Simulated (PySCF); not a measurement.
# Ways to converge the SCF of InSn (quartet)

The same problem is solved with other solver options, one edit a run.

Program: PySCF 2.14.0. Level of theory: each script names its method and basis. These are calculated values, not measurements.

10 further runs of the same task are left out: 10 that didn't finish.

### 1 The system as given

InSn (quartet): 2 atoms, charge 0, spin multiplicity 4.

Bond lengths: In1–Sn2 2.740 Å.

### 2 The run that the others are compared with

The input, input.py:

```python
from pyscf import gto, scf, mp

mol = gto.M(
    atom='In 0 0 0; Sn 0 0 2.74',
    basis='sbkjc',
    ecp={'In': 'sbkjc', 'Sn': 'sbkjc'},
    charge=0,
    spin=3,
    symmetry=True,
    verbose=3,
)
mf = scf.UHF(mol)
mf.kernel()
mp.MP2(mf).kernel()
mf.dip_moment()
print('orbital energies (hartree):', [e[max(0, n-3):n+3].round(4) for e, n in zip(mf.mo_energy, mol.nelec)])
```

Run with:

```bash
> OMP_NUM_THREADS=1 python input.py
```

The log of this run is left out.

Base result: E(SCF) = -191.551641 Eh, E(MP2) − E(SCF) = -0.21485 Eh, ⟨S²⟩ = 3.767, μ = 2.81 D (of the SCF density).

The bond length is a typed value, not an optimised one. The quartet is typed in the script; nothing here shows that it is the ground state.

### 3 Damping 0.8

Variant 1 changes damping: none → 0.8.

The input, input.py:

```python
from pyscf import gto, scf, mp

mol = gto.M(
    atom='In 0 0 0; Sn 0 0 2.74',
    basis='sbkjc',
    ecp={'In': 'sbkjc', 'Sn': 'sbkjc'},
    charge=0,
    spin=3,
    symmetry=True,
    verbose=3,
)
mf = scf.UHF(mol)
mf.damp = 0.8
mf.diis_start_cycle = 8
mf.kernel()
mp.MP2(mf).kernel()
mf.dip_moment()
print('orbital energies (hartree):', [e[max(0, n-3):n+3].round(4) for e, n in zip(mf.mo_energy, mol.nelec)])
```

Run with:

```bash
> OMP_NUM_THREADS=1 python input.py
```

### 4 Initial guess chk

Variant 2 changes initial guess: minao → chk.

Changes to input.py since step 2:

```diff
@@ -12,2 +12,3 @@
 mf = scf.UHF(mol)
+mf.init_guess = 'chk'
 mf.kernel()
```

### 5 Smearing width 0.005 hartree

Variant 3 changes smearing width: none → 0.005 hartree; step after the SCF: mp2 → none.

Changes to input.py since step 2:

```diff
@@ -1,2 +1,2 @@
-from pyscf import gto, scf, mp
+from pyscf import gto, scf
 
@@ -12,4 +12,4 @@
 mf = scf.UHF(mol)
+mf = scf.addons.smearing_(mf, sigma=0.005, method='fermi')
 mf.kernel()
-mp.MP2(mf).kernel()
 mf.dip_moment()
```

Before running it: what results should come out? Wanted: for each run, E(SCF); from base; SCF dipole; after the SCF.

The runs gave:

| run | E(SCF) (hartree) | from base (eV) | SCF dipole (D) | after the SCF |
| --- | --- | --- | --- | --- |
| base | -191.551641 | 0 | 2.81 | MP2 correlation -5.846 eV |
| damping 0.8 | -191.551641 | 0.0000 | 2.81 | MP2 correlation -5.846 eV |
| initial guess chk | -191.551641 | 0.0000 | 2.81 | MP2 correlation -5.846 eV |
| smearing width 0.005 hartree | -191.415202 | not comparable | 0.29 | n/a |

What this shows: No change of the SCF energy comes from damping 0.8 or initial guess chk. PySCF falls back to minao for a guess that it doesn't know or can't read, so that run repeats the base.
